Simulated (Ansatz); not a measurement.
**CHGeSi (doublet): the correlation ladder, cc-pVDZ**

The task here is to estimate one member of a computed series from the others.

Program: Ansatz 0.2.0, Gaussian basis. Level of theory: cc-pVDZ, core rule «outside noble gas», up to 20 orbitals frozen. These are calculated values, not measurements.

To be run: UHF; CCSD(T) on ROHF; CCSD(T) on UHF; BCCD(T) on ROHF; CISD; CCSDT(Q) on ROHF; CCSDT(Q) on UHF; CASSCF and MRCISD+Q, 9 electrons in 9 orbitals; CASSCF and MRCISD+Q(relaxed), 9 electrons in 9 orbitals; CASSCF and NEVPT2, 9 electrons in 9 orbitals.

19 further runs of the same task are left out: 6 that didn't finish, 13 set aside as unsound or not needed.

**The geometry**

The geometry is a PBE0/def2-TZVP stationary point (not a proven minimum). No spin-orbit coupling is included. The filled d shell of Ge may be among the frozen orbitals whatever the setting's name suggests; the logs give the count.

4 atoms, charge 0, spin multiplicity 2.

Atoms are counted from 1 here; the program's logs count them from 0.

Bond lengths: C1–Ge2 1.911 Å, C1–Si3 1.736 Å, C1–H4 1.085 Å, Ge2–Si3 2.504 Å. Angles: Ge2–C1–Si3 86.6°, Ge2–C1–H4 126.4°, Si3–C1–H4 147.0°, C1–Ge2–Si3 43.8°, C1–Si3–Ge2 49.6°.

Set-up of the first run:

Input file in.yaml:

```yaml
crystal:
  periodic: [false, false, false]
  atoms:
    - {symbol: C, position_ang: [0.000000, -1.092218, -0.723226]}
    - {symbol: Ge, position_ang: [0.000000, 0.078716, 0.787626]}
    - {symbol: Si, position_ang: [0.000000, 0.341606, -1.702775]}
    - {symbol: H, position_ang: [0.000000, -2.176529, -0.697892]}
basis:
  gaussian: {orbitals: cc-pVDZ}
magnetization: {spin_polarized: true, initial_magnetization: 1}
hamiltonian: {xc: hf}
output: {orbitals: {seedname: orbitals}}
```

On the command line:

```sh
$ ansatz run in.yaml --threads 1 --pin off --events-out ev --progress --plain --max-ram 2393MiB
```

Steps of the session up to this table: UHF; CCSD(T) on ROHF; CCSD(T) on UHF; BCCD(T) on ROHF; CISD; CCSDT(Q) on ROHF; CCSDT(Q) on UHF; CASSCF and MRCISD+Q, 9 electrons in 9 orbitals; CASSCF and MRCISD+Q(relaxed), 9 electrons in 9 orbitals; CASSCF and NEVPT2, 9 electrons in 9 orbitals.

One of the session's tables, all rows but one given; the rest of the session is left out.

It belongs to the step «Misses and costs». 

```
   method  from UCCSDT(Q) (meV)
     ROHF               +8979.1
      UHF               +8833.5
     RMP2               +1249.3
     UMP2                     ?
    RCCSD                +514.9
    UCCSD                +508.0
 RCCSD(T)                 +73.0
 UCCSD(T)                 +74.0
  BCCD(T)                 +69.2
   RCCSDT                 +45.6
   UCCSDT                 +43.3
RCCSDT(Q)                  +3.4
UCCSDT(Q)                     0
```

**Question.** Estimate the row for UMP2.

**Answer.** from UCCSDT(Q) (meV): +1306.0. In the column «from UCCSDT(Q) (meV)» it lies between RMP2 (+1249.3) and UHF (+8833.5).

Not comparable, so not listed: CISD (they don't share determinant, frozen orbitals or solution with the rows shown, or repeat one).

To keep in mind: Left out of the table: CASSCF frontier, NEVPT2 frontier, MRCISD frontier, MRCISD+Q frontier (the active space lost an orbital or holds another state than full CI finds). Left out of the table: MRCISD+Q(relaxed) frontier (another determinant or state than the rows shown). Restricted and unrestricted rows rest on different reference determinants; where their highest levels disagree by more than a few hundredths of an eV, they describe different states and don't form one ladder. Warnings in the runs' records: passed over end.
